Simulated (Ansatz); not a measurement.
**CH₄O₂SW: small, medium and large basis sets**

How large a basis does CH₄O₂SW need? Two functionals are run in growing sets.

Method: one geometry, several basis sets; program: Ansatz 0.2.0, Gaussian basis.

The runs, in order: PBE0-D4/def2-SVP; ωB97M-V/def2-SVP; PBE0-D4/def2-QZVPP; ωB97M-V/def2-QZVPP; the functionals' def2-TZVPP values are taken from earlier runs.

## (1) The geometry

All runs share one geometry, relaxed beforehand with PBE0-D4 in a triple-zeta def2 set. W takes the def2 core potential; no spin-orbit term is included.

SMILES `[CH3][W](=[O])([OH])=[S]`, 9 atoms, charge 0, spin multiplicity 1.

Atoms are counted from 1 here; the program's logs count them from 0.

Bond lengths: C1–W2 2.102 Å, C1–H6 1.093 Å, C1–H7 1.092 Å, C1–H8 1.095 Å, W2–O3 1.697 Å, W2–O4 1.872 Å, W2–S5 2.133 Å, O4–H9 0.961 Å. Angles: W2–C1–H6 110.4°, W2–C1–H7 110.7°, W2–C1–H8 108.5°, H6–C1–H7 108.9°, H6–C1–H8 109.7°, H7–C1–H8 108.7°, C1–W2–O3 104.2°, C1–W2–O4 108.6°, C1–W2–S5 105.5°, O3–W2–O4 112.1°, O3–W2–S5 111.1°, O4–W2–S5 114.6°, W2–O4–H9 126.1°.

Geometry (Å):

```xyz
9
CH4O2SW
C    -0.3788   -0.6042   -1.1529
W     0.5788    0.2379    0.5185
O     1.9030   -0.7854    0.7993
O    -0.6226    0.2452    1.9543
S     1.2222    2.1717   -0.1095
H    -1.2309    0.0110   -1.4528
H     0.3125   -0.6846   -1.9943
H    -0.7237   -1.6086   -0.8853
H    -1.0604    1.0169    2.3226
```

## (2) PBE0-D4 in def2-SVP

in.yaml

```yaml
crystal:
  periodic: [false, false, false]
  atoms:
    - {symbol: C, position_ang: [-0.378842, -0.604179, -1.152862]}
    - {symbol: W, position_ang: [0.578812, 0.237914, 0.518500]}
    - {symbol: O, position_ang: [1.902967, -0.785407, 0.799286]}
    - {symbol: O, position_ang: [-0.622565, 0.245213, 1.954328]}
    - {symbol: S, position_ang: [1.222239, 2.171749, -0.109451]}
    - {symbol: H, position_ang: [-1.230904, 0.010968, -1.452783]}
    - {symbol: H, position_ang: [0.312467, -0.684585, -1.994298]}
    - {symbol: H, position_ang: [-0.723746, -1.608570, -0.885325]}
    - {symbol: H, position_ang: [-1.060438, 1.016896, 2.322604]}
basis:
  gaussian: {orbitals: def2-SVP}
hamiltonian: {xc: pbe0, dispersion: d4}
output: {orbitals: {seedname: orbitals}}
```

Started as:

```
$ ansatz run in.yaml --threads 4 --pin off --events-out ev --progress --plain --max-ram 10444MiB
```

After this run come: ωB97M-V in def2-SVP; PBE0-D4 in def2-QZVPP; ωB97M-V in def2-QZVPP.

Q: Predict the results of all the runs planned. Wanted: PBE0-D4: double and triple zeta above quadruple; ωB97M-V: double and triple zeta above quadruple.

As calculated:

| quantity | value |
| --- | --- |
| PBE0-D4: double and triple zeta above quadruple | 11.32, 0.64 eV |
| ωB97M-V: double and triple zeta above quadruple | 11.49, 0.61 eV |

For PBE0-D4 the step from double to triple zeta gains 10.68 eV and the next only 0.64 eV. Total energies overstate the basis error of differences, where much of it tends to cancel.
